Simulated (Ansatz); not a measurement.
# CH₄N₂SSi: a ladder of functionals and wavefunction methods

The task here is to estimate one member of a computed series from the others.

Program: Ansatz 0.2.0, Gaussian basis. Level of theory: functionals in def2-TZVPP, the program's frozen cores in correlated methods. These are calculated values, not measurements.

Plan: PBE-D4, r2SCAN-D4, PBE0-D4, B3LYP-D4, ωB97X-V, ωB97M-V, B2PLYP; CCSD(T)/def2-TZVPP; MP2/def2-QZVPP; extrapolation to the limit.

## Structure used throughout

The geometry comes from an earlier relaxation with PBE0-D4 in a triple-zeta def2 set; it is a stationary point, not always the lowest conformer.

SMILES `NC1=N[SiH2]S1`, 9 atoms, charge 0, spin multiplicity 1.

Atoms are counted from 1 here; the program's logs count them from 0.

Bond lengths: N1–C2 1.342 Å, N1–H6 1.006 Å, N1–H7 1.002 Å, C2–N3 1.291 Å, C2–S5 1.807 Å, N3–Si4 1.731 Å, Si4–S5 2.173 Å, Si4–H8 1.483 Å, Si4–H9 1.483 Å. Angles: C2–N1–H6 118.2°, C2–N1–H7 121.5°, H6–N1–H7 119.9°, N1–C2–N3 125.9°, N1–C2–S5 118.9°, N3–C2–S5 115.2°, C2–N3–Si4 93.6°, N3–Si4–S5 83.9°, N3–Si4–H8 116.6°, N3–Si4–H9 116.7°, S5–Si4–H8 114.0°, S5–Si4–H9 114.0°, H8–Si4–H9 109.7°, C2–S5–Si4 67.2°.

Set-up of the first run:

The input, in.yaml:

```yaml
crystal:
  periodic: [false, false, false]
  atoms:
    - {symbol: N, position_ang: [0.800066, 1.390864, -1.007031]}
    - {symbol: C, position_ang: [0.235344, 0.404157, -0.294464]}
    - {symbol: N, position_ang: [0.862380, -0.456029, 0.436005]}
    - {symbol: Si, position_ang: [-0.589357, -1.254399, 0.936184]}
    - {symbol: S, position_ang: [-1.562833, 0.230197, -0.316874]}
    - {symbol: H, position_ang: [1.803476, 1.454676, -1.018670]}
    - {symbol: H, position_ang: [0.254571, 1.989373, -1.596818]}
    - {symbol: H, position_ang: [-0.772843, -2.650752, 0.471442]}
    - {symbol: H, position_ang: [-0.942404, -1.154487, 2.373126]}
basis:
  gaussian: {orbitals: def2-TZVPP}
hamiltonian: {xc: pbe, dispersion: d4}
output: {forces: true, orbitals: {seedname: orbitals}}
```

Run with:

```sh
ansatz run in.yaml --threads 4 --pin off --events-out ev --progress --plain --max-ram 10444MiB
```

Steps of the session up to this table: PBE-D4 (GGA); r2SCAN-D4 (meta-GGA); PBE0-D4 (hybrid); B3LYP-D4 (hybrid); ωB97X-V (range-separated); ωB97M-V (range-separated); B2PLYP (double hybrid); CCSD(T) in def2-TZVPP; MP2 in def2-QZVPP.

One of the session's tables, all rows but one given; the rest of the session is left out.

It belongs to the step «Atomisation energies». 

```
            method  atomisation energy (kJ/mol)
            PBE-D4                       3435.3
         r2SCAN-D4                       3317.1
           PBE0-D4                            ?
          B3LYP-D4                       3315.8
           ωB97X-V                       3342.6
           ωB97M-V                       3336.6
            B2PLYP                       3267.6
     HF/def2-TZVPP                       2152.9
    MP2/def2-TZVPP                       3261.1
   CCSD/def2-TZVPP                       3093.6
CCSD(T)/def2-TZVPP                       3172.7
           MP2/CBS                       3387.8
       CCSD(T)/CBS                       3299.3
```

Q: Estimate the row for PBE0-D4 from the others.

**Answer.** atomisation energy (kJ/mol): 3335.2. In the column «atomisation energy (kJ/mol)» it lies between r2SCAN-D4 (3317.1) and ωB97M-V (3336.6).
